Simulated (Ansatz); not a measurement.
# Sn: which structure wins at one pressure

Aim: bring Sn in several structures (bcc, hcp, dhcp, beta tin, diamond) to one pressure and rank them by enthalpy. The pressure is set by scaling the first phase. Methods of the runs shown: PAW.

Method: DFT, LDA, PAW with Ansatz's default frozen-core files, scalar-relativistic, in Ansatz 0.2.0.

## (1) The starting structure

It takes space group Im-3m (No. 229, cubic). The conventional cell has a = 3.826 Å, b = 3.826 Å, c = 3.826 Å, α = 90.00°, β = 90.00°, γ = 90.00°. Around Sn (site symmetry m-3m) lie 8 Sn at 3.31 Å.

Coordinates:

```cif
data_structure
_symmetry_space_group_name_H-M 'P 1'
_symmetry_Int_Tables_number 1
_cell_length_a 3.3133
_cell_length_b 3.3133
_cell_length_c 3.3133
_cell_angle_alpha 109.471
_cell_angle_beta 109.471
_cell_angle_gamma 109.471
_cell_volume 28.00
loop_
_atom_site_label
_atom_site_type_symbol
_atom_site_fract_x
_atom_site_fract_y
_atom_site_fract_z
_atom_site_occupancy
Sn1 Sn 0.00000 0.00000 0.00000 1
```

## (2) Cell relaxed at zero pressure, PAW

Input file input.yaml:

```yaml
crystal:
  lattice:
    - [-1.9129311828, 1.9129311828, 1.9129311828]
    - [1.9129311828, -1.9129311828, 1.9129311828]
    - [1.9129311828, 1.9129311828, -1.9129311828]
  atoms:
    - { symbol: Sn, position: [0.0, 0.0, 0.0] }
kpoints:
  mp_grid: { grid: [15, 15, 15] }
scf:
  occupations: { method: fermi_dirac, width: 0.1 }
hamiltonian:
  xc: lda
  pseudopotentials: { kind: paw }
output:
  forces: true
  stress: true
  write_density: true
  write_potential: true
  elf: true
  volumetric_format: npy
relax:
  f_tol: 0.005
  max_steps: 40
  cell: {}
```

Command:

```sh
$ ansatz run input.yaml --threads 1 --pin off --max-ram 3584MiB --backend cpu --events-out ev --progress --plain --runs-dir out
```

Further steps of the session: Volume scaled by 0.779, to set the pressure, PAW; Bcc relaxed under pressure, PAW; Hcp relaxed under pressure, PAW; Dhcp relaxed under pressure, PAW; Beta tin relaxed under pressure, PAW; Diamond relaxed under pressure, PAW.

What does the calculation give? Wanted: pressure; lowest.

As calculated:

| quantity | value |
| --- | --- |
| pressure | 27 GPa |
| lowest (PAW) | bcc, 11.3 meV/atom under hcp |

In words: By PAW the order is bcc < hcp < dhcp < beta tin < diamond. Only these structures were tried, with electrons smeared by 0.1 eV and without vibrations, so the true ground state may be another. The k meshes differ between phases and weren't tested, which can move differences by some meV.
